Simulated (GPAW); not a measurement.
# Two attempts at GeH4O2 (Ge(OH)2H2)

Wanted: the charge distribution of GeH4O2 (Ge(OH)2H2), LDA (PW92)/dzp (scalar-relativistic datasets).

The calculation is run with GPAW 26.7.0.

1 further run of the same task is left out (it didn't finish).

### 1 The structure to begin with

GeH4O2: 7 atoms, total charge 0, spin state singlet. As SMILES, `[H][Ge]([H])([OH])[OH]`. The shape comes from GFN2-xTB, which is rough for such elements, and wasn't checked as a minimum. This is one conformer, not always the lowest.

Bond lengths: Ge1–O2 1.748 Å, Ge1–O4 1.721 Å, O2–H3 0.953 Å, O4–H5 0.955 Å, Ge1–H6 1.503 Å, Ge1–H7 1.504 Å. Angles: O2–Ge1–O4 102.9°, Ge1–O2–H3 118.1°, O2–Ge1–H6 110.6°, O2–Ge1–H7 110.5°, O4–Ge1–H6 109.2°, O4–Ge1–H7 109.5°, Ge1–O4–H5 113.8°, H6–Ge1–H7 113.7°.

### 2 The input as first written

run.py reads:

```python
import numpy as np
from ase import Atoms
from ase.units import Debye
from gpaw import GPAW

atoms = Atoms(['Ge', 'O', 'H', 'O', 'H', 'H', 'H'],
    positions=[[ -0.286180,   0.044850,  -0.393420],
               [ -0.163550,   0.019550,   1.350470],
               [ -0.962660,   0.126650,   1.858920],
               [  1.344620,  -0.181650,  -0.895090],
               [  1.959570,  -0.289180,  -0.171910],
               [ -0.767770,   1.385860,  -0.871100],
               [ -0.411858,  -0.127791,  -0.466089]])
atoms.center(vacuum=4.5)

dft = GPAW(mode='lcao', h=0.2, basis='dzp', xc='LDA', maxiter=57, txt='-')
atoms.calc = dft

energy = atoms.get_potential_energy()
print(f'Energy = {energy:.5f} eV')
forces = atoms.get_forces()
print('Forces (eV/Ang)')
for symbol, f in zip(atoms.symbols, forces):
    print(f'{symbol:2} {f[0]:9.4f} {f[1]:9.4f} {f[2]:9.4f}')
dipole = atoms.get_dipole_moment() / Debye
print(f'Dipole: {np.linalg.norm(dipole):.3f} D')
homo, lumo = dft.get_homo_lumo()
print(f'HOMO = {homo:.3f} eV')
print(f'LUMO: {lumo:.3f} eV')
print(f'Gap                     {lumo - homo:.3f} eV')
```

Started as:

```bash
$ OMP_NUM_THREADS=1 python run.py
```

Standard output:

```text
[...]
Number of symmetries: 1
[...]
  Number of IBZ points: 1
[...]
basis functions: 59
Spin-components: 1 (collinear spins)
Bands:           16
[...]
  Valence electrons: 20.0
[...]
  Grid points: [60 52 60]
  Charge: 0.0  # |e|
[...]
    cutoffs:
[...]
occupation numbers:
  # Zero width
[...]
xc functional:
  name: None
[...]
|iter     |     time |      energy | eigst |  dens |
[...]
|iter:   1| 00:00:13 |  108.611165 |      c|       |
[...]
|iter:   9| 00:00:22 |  112.801902c|      c| -4.10c|
Converged in 9 steps
[...]
Energy contributions relative to reference atoms: (reference = -61122.149684)
Energy contributions:
  Kinetic:         313.623471
  Coulomb:        -159.474560
  Zero:             12.852357
  External:          0.000000
  Xc:              -54.199367
  Entropy:           0.000000
  Spinorbit:         0.000000
  ----------------------------
  Free energy:     112.801902
  Extrapolated:    112.801902
dipole moment: (-0.334897, -0.118548, 0.198555)  # |e|*Ang
Fermi level: -2.880
Eigenvalues  # (at kpt = [0.000, 0.000, 0.000])
| band index |      eig [eV] | occ [0-2] |
|------------|---------------|-----------|
|          0 |       -24.938 |     2.000 |
|        ... |               |           |
|          2 |       -15.813 |     2.000 |
|          3 |       -12.512 |     2.000 |
|          4 |       -10.944 |     2.000 |
|          5 |        -9.000 |     2.000 |
|          6 |        -8.468 |     2.000 |
|          7 |        -7.886 |     2.000 |
|          8 |        -7.127 |     2.000 |
|          9 |        -5.428 |     2.000 |
|         10 |        -0.332 |     0.000 |
|         11 |         0.185 |     0.000 |
[...]
Gap: 5.096 eV
Transition (v -> c):
[...]
Forces (eV/Ang)
Ge  142.8308  196.9165   83.3637
O     2.0058    0.2740    0.7635
H    -1.3751    0.2658    0.7637
O     1.1930    0.3869   -1.5200
H     1.0719   -0.0302    1.2412
H     0.0754    2.0825   -0.1410
H  -145.7760 -199.8345  -84.4338
Dipole: 1.955 D
HOMO = -5.428 eV
LUMO: -0.332 eV
Gap                     5.096 eV
```

It took 24 s on 1 thread of AMD EPYC (Zen 3), shared host; peak memory 0.48 GiB.

### 3 Diagnosis

The run finished; that doesn't make the result usable.

The fault: two atoms lie on top of or far too near each other. As the program read them, the closest atoms are 0.23 Å apart, against 0.95 Å in the sound input.

### 4 Second attempt

geh4o2.sdf reads:

```

     RDKit          3D

  7  6  0  0  0  0  0  0  0  0999 V2000
   -0.2862    0.0449   -0.3934 Ge  0  0  0  0  0  4  0  0  0  0  0  0
   -0.1636    0.0196    1.3505 O   0  0  0  0  0  0  0  0  0  0  0  0
   -0.9627    0.1267    1.8589 H   0  0  0  0  0  0  0  0  0  0  0  0
    1.3446   -0.1817   -0.8951 O   0  0  0  0  0  0  0  0  0  0  0  0
    1.9596   -0.2892   -0.1719 H   0  0  0  0  0  0  0  0  0  0  0  0
   -0.7678    1.3859   -0.8711 H   0  0  0  0  0  0  0  0  0  0  0  0
   -1.1240   -1.1061   -0.8779 H   0  0  0  0  0  0  0  0  0  0  0  0
  2  1  1  0
  3  2  1  0
  4  1  1  0
  5  4  1  0
  6  1  1  0
  7  1  1  0
M  END
$$$$
```

geh4o2.py reads:

```python
import numpy as np
from ase.io import read
from ase.units import Debye
from gpaw import GPAW

# Geometry
molecule = read("geh4o2.sdf")
molecule.center(vacuum=4.5)

# DFT calculator
gpaw_calc = GPAW(mode="lcao", xc="LDA", basis="dzp", maxiter=100, h=0.2, txt="-")
molecule.calc = gpaw_calc

energy = molecule.get_potential_energy()
print(f"Energy = {energy:.5f} eV")
forces = molecule.get_forces()
print("Forces (eV/Ang)")
for symbol, f in zip(molecule.symbols, forces):
    print(f'{symbol:2} {f[0]:9.4f} {f[1]:9.4f} {f[2]:9.4f}')
dipole = molecule.get_dipole_moment() / Debye
print(f"Dipole: {np.linalg.norm(dipole):.3f} D")
homo, lumo = gpaw_calc.get_homo_lumo()
print(f"HOMO: {homo:.3f} eV")
print(f"LUMO: {lumo:.3f} eV")
print(f"Gap = {lumo - homo:.3f} eV")
```

Started as:

```bash
$ python geh4o2.py > geh4o2.log
```

Standard output:

```text
[...]
Number of symmetries: 1
[...]
  Number of IBZ points: 1
[...]
basis functions: 59
Spin-components: 1 (collinear spins)
Bands:           16
[...]
  Valence electrons: 20.0
[...]
  Grid points: [60 56 60]
  Charge: 0.0  # |e|
[...]
    cutoffs:
[...]
occupation numbers:
  # Zero width
[...]
xc functional:
  name: None
[...]
|iter     |     time |      energy | eigst |  dens |
[...]
|iter:   1| 00:00:12 |  -34.201471 |      c|       |
[...]
|iter:   9| 00:00:24 |  -31.770727c|      c| -4.19c|
Converged in 9 steps
[...]
Energy contributions relative to reference atoms: (reference = -61122.149684)
Energy contributions:
  Kinetic:          67.120847
  Coulomb:         -62.981772
  Zero:              0.858743
  External:          0.000000
  Xc:              -36.768545
  Entropy:           0.000000
  Spinorbit:         0.000000
  ----------------------------
  Free energy:     -31.770727
  Extrapolated:    -31.770727
dipole moment: (-0.329602, 0.039758, 0.185736)  # |e|*Ang
Fermi level: -3.258
Eigenvalues  # (at kpt = [0.000, 0.000, 0.000])
| band index |      eig [eV] | occ [0-2] |
|------------|---------------|-----------|
|          0 |       -24.702 |     2.000 |
|        ... |               |           |
|          2 |       -14.735 |     2.000 |
|          3 |       -12.259 |     2.000 |
|          4 |       -10.759 |     2.000 |
|          5 |        -9.435 |     2.000 |
|          6 |        -8.217 |     2.000 |
|          7 |        -7.963 |     2.000 |
|          8 |        -7.003 |     2.000 |
|          9 |        -6.522 |     2.000 |
|         10 |         0.007 |     0.000 |
|         11 |         0.470 |     0.000 |
[...]
Gap: 6.529 eV
Transition (v -> c):
[...]
Forces (eV/Ang)
Ge   -1.1187    0.1367    0.1706
O     1.6561   -0.1913    0.5886
H    -1.3958    0.1909    0.7167
O     0.9539   -0.0460   -1.9466
H     0.8504   -0.1573    1.2927
H    -0.3370    0.9262   -0.4236
H    -0.6032   -0.7938   -0.4351
Dipole: 1.827 D
HOMO: -6.522 eV
LUMO: 0.007 eV
Gap = 6.529 eV
```

It took 26 s on 1 thread of AMD EPYC (Zen 3), shared host; peak memory 0.51 GiB.

### 5 Results

Level: LDA (PW92)/dzp (scalar-relativistic datasets).

| quantity | value |
| --- | --- |
| energy as printed (from the program's reference atoms) | -31.7707 eV |
| dipole moment | 1.83 D |
| HOMO energy | -6.52 eV |
| LUMO energy | 0.01 eV |
| HOMO–LUMO gap | 6.53 eV |

What this shows: The first attempt's energy was +144.573 eV off this one.
